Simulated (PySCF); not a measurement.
**AsS₃⁻: structure of the singlet**

The task is one start of a wider search on AsS₃⁻: the singlet, built as T-shaped. It is relaxed, tested by its Hessian and followed downhill if it is a saddle.

Computed with PySCF 2.14.0. Level: PBE0, basis As def2-SVPD, S def2-SVPD, no relativity, density fitting.

### 1 The system as given

4 atoms, charge -1, spin multiplicity 1.

Bond lengths: As1–S2 2.080 Å, As1–S3 2.080 Å, As1–S4 2.080 Å. Angles: S2–As1–S3 88.0°, S2–As1–S4 88.0°, S3–As1–S4 176.0°.

```xyz
4
charge -1 multiplicity 1
As    0.0000    0.0000   -0.4164
S     0.0000    0.0000    1.6636
S     2.0787    0.0000   -0.3438
S    -2.0787    0.0000   -0.3438
```

### 2 Relaxation: T-shaped start, singlet

The steps below are one call of a driver around PySCF. For each, scf.py gives the equivalent set-up of the SCF; relaxations use the driver's own optimiser. Before each start the driver seeks the lowest SCF state from one or more starting densities and follows internal instabilities, so scf.py alone need not reach the same state.

The program finds C2v symmetry in the start, which this walk keeps. Threshold on the gradient: 0.0003 Eh/bohr, with a further test on the energy change.

The input, scf.py:

```python
from pyscf import gto, scf, dft
mol = gto.M(atom='''
As     0.000000     0.000000    -0.416443
S      0.000000     0.000000     1.663557
S      2.078700    -0.000000    -0.343843
S     -2.078700     0.000000    -0.343843''',
    basis={'As': 'def2-SVPD', 'S': 'def2-SVPD'},
    charge=-1, spin=0)
mf = dft.RKS(mol, xc='PBE0')
mf.grids.atom_grid = (50, 194)
aux = {'As': 'def2-universal-JKFIT', 'S': 'def2-universal-JKFIT'}
mf = mf.density_fit(auxbasis=aux)
mf.kernel()
```

The optimiser's trace:

```tsv
step	energy (Eh)	change (kJ/mol)	largest symmetric gradient (Eh/bohr)
0	-3429.145723	0.00	0.07202
1	-3429.207994	-163.49	0.04885
2	-3429.245600	-262.23	0.03090
3	-3429.262165	-305.72	0.03160
4	-3429.271295	-329.69	0.01830
5	-3429.273873	-336.46	0.00682
6	-3429.273986	-336.75	0.00116
7	-3429.273993	-336.77	0.00011
8	-3429.273993	-336.77	0.00001
```

The walk needed 15 s of wall time on 4 threads, shared host.

End point (D3h, 8 steps, 336.8 kJ/mol gained): As–S 2.078 Å (×3); S–As–S 120.0° (×3).

### 3 Frequencies

The point is checked on the finer grid, and tightened if its gradient asks for it. The Hessian and the dipole derivatives come from central differences of analytic gradients, with steps of 0.01 bohr.

Edit scf.py of step 2 so:

```diff
@@ -3,4 +3,4 @@
-As     0.000000     0.000000    -0.416443
-S      0.000000     0.000000     1.663557
-S      2.078700    -0.000000    -0.343843
-S     -2.078700     0.000000    -0.343843''',
+As     0.000000    -0.000000     0.000000
+S      0.000188    -0.000000     2.077583
+S      1.799145    -0.000000    -1.038955
+S     -1.799334     0.000000    -1.038628''',
@@ -10 +10 @@
-mf.grids.atom_grid = (50, 194)
+mf.grids.atom_grid = (75, 302)
```

This SCF starts from the last density.

Log of the central SCF (cycles and frontier levels):

```text
init E= -3429.27393024771
  HOMO = -0.0858412040988759  LUMO = 0.0598802483984526  gap/eV = 3.96528
cycle= 1 E= -3429.27393024769  delta_E= 1.77e-11  |g|= 9.6e-06  |ddm|= 2.21e-05
  HOMO = -0.085841584799804  LUMO = 0.0598803397191103  gap/eV = 3.96530
Extra cycle  E= -3429.2739302476  delta_E= 9.23e-11  |g|= 1.89e-05  |ddm|= 4.14e-05
converged SCF energy = -3429.2739302476
```

The whole step took 16 s.

Geometry: D3h; As–S 2.078 Å (×3); S–As–S 120.0° (×3).

Harmonic modes (main isotopes):

```tsv
symmetry	ω (cm⁻¹)	IR (km/mol)	μ (u)	type
a2''	173	3.8	47.15	bend
e'	182	7.7	35.23	bend
a1'	446	0.0	31.97	stretch
e'	532	283	41.49	stretch
```

All wavenumbers are real: a minimum.

Properties at this point:

* Dipole moment about the centre of mass: 0.00 D
* Highest occupied level: -2.34 eV
* Lowest empty level: 1.63 eV
* Rotational constants: 0.08144, 0.08144, 0.04072 cm⁻¹
* Zero-point energy: 12.2 kJ/mol
* Principal polarisabilities: 75.3, 138.1, 138.1 bohr³
* Principal traceless quadrupole moments about the centre of mass: -6.73, -6.73, 13.45 D Å
* Entropy at 298.15 K and 1 bar: 313.6 J/(mol K)
* Heat capacity Cp at 298.15 K: 72.3 J/(mol K)
* Enthalpy at 298.15 K above 0 K: 16.36 kJ/mol
* Rotational symmetry number: 6

Populations by atom (charges in e):

| atom | Mulliken | Löwdin | polar tensor | Mayer order to As1 |
| --- | --- | --- | --- | --- |
| As1 | 0.96 | -0.24 | 1.23 | – |
| S2,3,4 | -0.65 | -0.25 | -0.74 | 1.43 |

Mulliken populations on As1: s 7.28, p 14.42, d 10.34.

### 4 What came out

```
                            quantity                                      value
                             minimum                               singlet, D3h
                            geometry      As–S 2.078 Å (×3); S–As–S 120.0° (×3)
                  wavenumbers (cm⁻¹)  173 (a2''), 182 (e'), 446 (a1'), 532 (e')
      dipole moment (centre of mass)                                     0.00 D
highest occupied, lowest empty level                             -2.34, 1.63 eV
          polar-tensor charge of As1                                    +1.23 e
                   zero-point energy                                12.2 kJ/mol
                 entropy at 298.15 K                            313.6 J/(mol K)
```

**Reading.** The T-shaped start (C2v) ends in a minimum of D3h symmetry. The strongest infrared band lies at 532 cm⁻¹ (e', stretch). Only this shape and spin were tried, so other structures or states may lie lower.

The search up to here took 32 s.
